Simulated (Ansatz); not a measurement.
# BW2: the cost of one run

Method: DFT PBEsol, scalar-relativistic, plane waves, PAW, in Ansatz 0.2.0.

71 further runs of the same task are left out: 71 set aside as unsound or not needed.

### Step 1. The starting structure

It takes space group I4/mcm (No. 140, tetragonal). The conventional cell has a = 5.536 Å, b = 5.536 Å, c = 4.751 Å, α = 90.00°, β = 90.00°, γ = 90.00°. Around B (site symmetry 422) lie 8 W at 2.37 Å and 2 B at 2.38 Å. W (site symmetry m2m) has 4 B at 2.37 Å and 3 W at 2.66 to 2.69 Å as nearest neighbours.

Coordinates:

```
B W
1.0
    -2.76808    2.76808    2.37531
     2.76808   -2.76808    2.37531
     2.76808    2.76808   -2.37531
B W
2 4
Direct
  0.25000 0.25000 0.00000
  0.75000 0.75000 0.00000
  0.66993 0.16993 0.83985
  0.16993 0.33007 0.50000
  0.33007 0.83007 0.16015
  0.83007 0.66993 0.50000
```

It is the result of an earlier relaxation at this level (volume 12.13 Å³/atom; gap on the mesh: none (metal)).

### Step 2. Plan of the line

The energy is mapped over volume and the cell's shape.

- volume per atom: 11 values from 10.677 to 13.590 Å³
- c/a of the conventional cell: 11 values from 0.792 to 0.930

Nothing else is relaxed (fractional coordinates fixed). Energies count from the relaxed crystal. Points are written as (first, second).

### Step 3. Point (10.677 Å³, 0.886)

input.yaml

```yaml
crystal:
  lattice:
    - [-2.6243348945, 2.6243348945, 2.32542315]
    - [2.6243348945, -2.6243348945, 2.32542315]
    - [2.6243348945, 2.6243348945, -2.32542315]
  atoms:
    - { symbol: B, position: [0.25, 0.25, 0.0] }
    - { symbol: B, position: [0.75, 0.75, 0.0] }
    - { symbol: W, position: [0.6699250788, 0.1699250788, 0.8398501576] }
    - { symbol: W, position: [0.1699250788, 0.3300749212, 0.5] }
    - { symbol: W, position: [0.3300749212, 0.8300749212, 0.1601498424] }
    - { symbol: W, position: [0.8300749212, 0.6699250788, 0.5] }
basis:
  ecutwfc: 520.0
kpoints:
  mp_grid: { grid: [12, 12, 12] }
hamiltonian:
  xc: pbesol
scf:
  occupations: { method: gaussian, width: 0.15 }
output:
  forces: true
  stress: true
  eigenvalues: true
```

The run is started by

```bash
ansatz run input.yaml --threads 4 --pin off --max-ram 8192MiB --backend cpu --events-out ev --progress --plain --runs-dir out
```

Q: Estimate wall time and peak memory on 4 threads of Arm Neoverse V2, shared host.

About 5.7 s, with a peak of 0.66 GiB.
